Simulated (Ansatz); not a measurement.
# CH₇NSSi₂: a ladder of functionals and wavefunction methods

How much do the methods differ for CH₇NSSi₂? The plan is to run it at one geometry with functionals of several rungs and with coupled cluster. The yardstick is the atomisation energy at the CCSD(T) limit.

Computed with Ansatz 0.2.0, Gaussian basis. Level: functionals in def2-TZVPP, the program's frozen cores in correlated methods.

The runs, in order: PBE-D4, r2SCAN-D4, PBE0-D4, B3LYP-D4, ωB97X-V, ωB97M-V, B2PLYP; CCSD(T)/def2-TZVPP; MP2/def2-QZVPP; extrapolation to the limit.

### Step 1. The relaxed structure

All runs share one geometry, relaxed beforehand with PBE0-D4 in a triple-zeta def2 set.

SMILES `C[Si@@H]1S[Si@@H]1N`, 12 atoms, charge 0, spin multiplicity 1.

Atoms are counted from 1 here; the program's logs count them from 0.

Bond lengths: C1–Si2 1.867 Å, C1–H6 1.093 Å, C1–H7 1.093 Å, C1–H8 1.091 Å, Si2–S3 2.160 Å, Si2–Si4 2.242 Å, Si2–H9 1.486 Å, S3–Si4 2.166 Å, Si4–N5 1.708 Å, Si4–H10 1.480 Å, N5–H11 1.008 Å, N5–H12 1.007 Å. Angles: Si2–C1–H6 110.3°, Si2–C1–H7 110.2°, Si2–C1–H8 111.0°, H6–C1–H7 108.2°, H6–C1–H8 108.8°, H7–C1–H8 108.3°, C1–Si2–S3 116.0°, C1–Si2–Si4 124.1°, C1–Si2–H9 110.8°, S3–Si2–Si4 58.9°, S3–Si2–H9 113.9°, Si4–Si2–H9 121.7°, Si2–S3–Si4 62.4°, Si2–Si4–S3 58.7°, Si2–Si4–N5 124.5°, Si2–Si4–H10 124.4°, S3–Si4–N5 121.5°, S3–Si4–H10 112.8° and more.

### Step 2. PBE-D4 (GGA)

in.yaml

```yaml
crystal:
  periodic: [false, false, false]
  atoms:
    - {symbol: C, position_ang: [-1.434539, -0.901090, 1.255665]}
    - {symbol: Si, position_ang: [0.142185, 0.096920, 1.205195]}
    - {symbol: S, position_ang: [-0.016969, 2.075607, 0.352454]}
    - {symbol: Si, position_ang: [1.230122, 0.636460, -0.678949]}
    - {symbol: N, position_ang: [0.823006, 0.054768, -2.232048]}
    - {symbol: H, position_ang: [-1.216483, -1.941699, 1.509906]}
    - {symbol: H, position_ang: [-2.111256, -0.498808, 2.013751]}
    - {symbol: H, position_ang: [-1.944623, -0.874903, 0.291607]}
    - {symbol: H, position_ang: [0.831311, 0.062797, 2.521796]}
    - {symbol: H, position_ang: [2.651086, 1.046517, -0.735561]}
    - {symbol: H, position_ang: [1.220356, 0.495318, -3.046919]}
    - {symbol: H, position_ang: [-0.097296, -0.306890, -2.422898]}
basis:
  gaussian: {orbitals: def2-TZVPP}
hamiltonian: {xc: pbe, dispersion: d4}
output: {forces: true, orbitals: {seedname: orbitals}}
```

The run is started by

```console
$ ansatz run in.yaml --threads 4 --pin off --events-out ev --progress --plain --max-ram 10444MiB
```

The runs that follow: r2SCAN-D4 (meta-GGA); PBE0-D4 (hybrid); B3LYP-D4 (hybrid); ωB97X-V (range-separated); ωB97M-V (range-separated); B2PLYP (double hybrid); CCSD(T) in def2-TZVPP; MP2 in def2-QZVPP.

Q: Predict the results of all the runs planned. Wanted: atomisation energy, CCSD(T)/CBS; farthest; mean size of error, hybrid; mean size of error, range-separated; gap, smallest and largest; T1 diagnostic; triples share of the correlation energy.

**Answer**, as computed:

| quantity | value |
| --- | --- |
| atomisation energy, CCSD(T)/CBS | 995.8 kcal/mol |
| functionals within 5.0 kcal/mol (0.5 %) | r2SCAN-D4, PBE0-D4, B3LYP-D4, ωB97M-V |
| farthest | B2PLYP (-16.0 kcal/mol) |
| mean size of error, hybrid | 1.4 kcal/mol |
| mean size of error, range-separated | 5.6 kcal/mol |
| gap, smallest and largest | 4.51 eV (PBE-D4), 10.55 eV (ωB97X-V) |
| T1 diagnostic | 0.0123 |
| triples share of the correlation energy | 4.3 % |

PBE-D4 is off by +12.1 kcal/mol. Double hybrids carry the basis error of their MP2 part in triple zeta, and no dispersion term here, so their miss is partly the set-up's. The reference freezes the cores and leaves out relativity and excitations past (T), so misses under about 5.0 kcal/mol can't be ranked. Hartree-Fock recovers 72 % of the binding; the rest is correlation. The gap grows from 4.5 to 10.5 eV across the functionals, mostly with the share of exact exchange.
